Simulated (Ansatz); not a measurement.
# Cd2SbO2: the cost of one run

Program: Ansatz 0.2.0. Level of theory: DFT PBE, scalar-relativistic, plane waves, PAW, unless a step names another level. These are calculated values, not measurements.

6 further runs of the same task are left out: 5 that didn't finish, 1 set aside as unsound or not needed.

### 1 The structure to begin with

Symmetry: P4mm, No. 99, tetragonal system. Conventional cell: a = 3.170 Å, b = 3.170 Å, c = 8.959 Å, α = 90.00°, β = 90.00°, γ = 90.00°. Around Cd (site symmetry 4mm) lie 5 O at 2.21 to 2.36 Å. Cd (site symmetry 4mm) has 4 O at 2.35 Å as nearest neighbours. Sb (site symmetry 4mm) has 1 O at 2.20 Å as nearest neighbours. O (site symmetry 4mm) is surrounded by 1 Sb at 2.20 Å and 4 Cd at 2.36 Å. O (site symmetry 4mm) has 5 Cd at 2.21 to 2.35 Å as nearest neighbours.

As a file:

```cif
data_structure
_symmetry_space_group_name_H-M 'P 1'
_symmetry_Int_Tables_number 1
_cell_length_a 3.1704
_cell_length_b 3.1704
_cell_length_c 8.9593
_cell_angle_alpha 90.000
_cell_angle_beta 90.000
_cell_angle_gamma 90.000
_cell_volume 90.05
loop_
_atom_site_label
_atom_site_type_symbol
_atom_site_fract_x
_atom_site_fract_y
_atom_site_fract_z
_atom_site_occupancy
Cd1 Cd 0.50000 0.50000 0.33151 1
Cd2 Cd 0.00000 0.00000 0.65841 1
Sb1 Sb 0.00000 0.00000 0.00311 1
O1 O 0.00000 0.00000 0.24891 1
O2 O 0.50000 0.50000 0.57806 1
```

It came out lowest among 24 distinct ends of the trial cells. At a tolerance of 0.05 Å it has space group P4mm (No. 99).

### 2 Relaxing to 0.001 eV/Å, on the response runs' mesh and smearing

The input, input.yaml:

```yaml
crystal:
  lattice:
    - [3.1703560764, 0.0, 0.0]
    - [0.0, 3.1703560764, 0.0]
    - [0.0, 0.0, 8.9593197432]
  atoms:
    - { symbol: Cd, position: [0.5, 0.5, 0.3315149148] }
    - { symbol: Cd, position: [0.0, 0.0, 0.6584109246] }
    - { symbol: Sb, position: [0.0, 0.0, 0.0031054263] }
    - { symbol: O, position: [0.0, 0.0, 0.2489113369] }
    - { symbol: O, position: [0.5, 0.5, 0.5780573972] }
basis:
  ecutwfc: 420
kpoints:
  mp_grid: { grid: [10, 10, 4] }
hamiltonian:
  xc: pbe
scf:
  occupations: { method: gaussian, width: 0.1 }
output:
  forces: true
  stress: true
  eigenvalues: true
  write_density: true
  write_potential: true
  elf: true
  volumetric_format: npy
relax:
  adjacent_minimum: "off"
  f_tol: 0.001
  max_steps: 60
  cell: { stress_tol: 0.01 }
```

Command:

```
> ansatz run input.yaml --threads 3 --pin off --max-ram 7680MiB --backend cpu --events-out ev --progress --plain --runs-dir out
```

What time and memory should one allow on 3 threads of Intel Xeon 6975P-C (Granite Rapids), shared host?

About 16 s, with a peak of 0.54 GiB.
